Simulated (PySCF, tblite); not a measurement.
**C4H9ClO2Si2: geometry, infrared bands and NMR shifts**

Aim: predict the infrared bands and NMR shifts of C4H9ClO2Si2 (`CC(=O)[C@@H]1C[SiH2]O[Si@H]1Cl`).

The runs use tblite 0.8.0 and PySCF 2.14.0, with density-fitted response routines of our own; the level of theory stands in each step. All values are computed, except where a source is named. Atoms are numbered from 0 throughout.

## Step 1: Starting geometry

18 atoms, charge 0, multiplicity 1; geometry from: force field or distance geometry start.

Bonds of the start (Å): C0–C1 1.53, C1–O2 1.22, C1–C3 1.52, C3–C4 1.56, C4–Si5 1.95, Si5–O6 1.70, O6–Si7 1.70, Si7–Cl8 2.05, Si7–C3 1.93, C0–H9 1.09, C0–H10 1.09, C0–H11 1.09, C3–H12 1.10, C4–H13 1.10, C4–H14 1.09, Si5–H15 1.48, Si5–H16 1.47, Si7–H17 1.47.

## Step 2: Optimising the geometry with GFN2-xTB

What the job is given:

```
{"job": {"kind": "relax", "xc": "GFN2-xTB", "basis": "xTB"}, "charge": 0, "multiplicity": 1}
C      2.675200     0.314800     0.031900
C      1.220700     0.643100    -0.288300
O      0.894000     1.773500    -0.594100
C      0.219600    -0.489700    -0.165100
C     -0.927300    -0.367000    -1.211000
Si    -2.440300     0.543600    -0.391400
O     -2.101900     0.213100     1.246400
Si    -0.585100    -0.479300     1.594400
Cl    -0.948400    -2.411700     2.177000
H      3.275300     1.212100    -0.098900
H      2.756000    -0.019900     1.066500
H      3.020200    -0.461000    -0.647600
H      0.750000    -1.436800    -0.320800
H     -0.608500     0.157400    -2.129700
H     -1.286400    -1.355700    -1.494100
H     -2.391000     2.006100    -0.609700
H     -3.711700    -0.079600    -0.798000
H      0.180800     0.243200     2.620900
```

Launch:

```console
$ OMP_NUM_THREADS=1 python probes_run.py task.json out
```

The driver reads the jobs from task.json and runs them one after another.

**Question.** This job is followed by: GFN2-xTB harmonic vibrations, gas phase; GIAO PBE0/pcSseg-1 NMR shielding, non-relativistic, gas phase. Predict these results of the whole session: strongest single infrared mode (GFN2-xTB); zero-point energy (GFN2-xTB); ¹³C shifts against TMS (PBE0/pcSseg-1); ¹H shifts against TMS (PBE0/pcSseg-1, means over atoms taken as alike); ¹⁷O shifts against H2O (PBE0/pcSseg-1); ²⁹Si shifts against TMS (PBE0/pcSseg-1); ³⁵Cl shifts against HCl (PBE0/pcSseg-1).

As calculated:

| quantity | value |
| --- | --- |
| strongest single infrared mode (GFN2-xTB) | 662 cm⁻¹, 313 km/mol |
| zero-point energy (GFN2-xTB) | 77.2 kcal/mol |
| ¹³C shifts against TMS (PBE0/pcSseg-1) | 216.2, 52.4, 32.6, 16.5 ppm |
| ¹H shifts against TMS (PBE0/pcSseg-1, means over atoms taken as alike) | 5.57, 5.29, 5.20, 2.98, 2.20, 1.15, 1.03 ppm |
| ¹⁷O shifts against H2O (PBE0/pcSseg-1) | 642.9, 69.3 ppm |
| ²⁹Si shifts against TMS (PBE0/pcSseg-1) | 0.9, -1.0 ppm |
| ³⁵Cl shifts against HCl (PBE0/pcSseg-1) | 57 ppm |

In words: Over 93 steps the energy fell by 0.350 eV; of the close pairs, O6–Si7 changed most, 1.703 to 1.609 Å. All 48 modes are real, so the xTB geometry is a minimum. The strongest single mode, at 662 cm⁻¹, is spread over many atoms; the largest shares are those of H17, H16. Unscaled tight-binding wavenumbers are off by several per cent, some by more. Its intensities can rank the bands wrongly. C1 (ketone carbonyl carbon) lies farthest downfield among carbon, at 216.2 ppm; the double bond to the heteroatom, with no lone-pair donor beside it, deshields it most. At PBE0/pcSseg-1: The largest span, 1208 ppm, is at O2, where the paramagnetic term is -711 ppm.
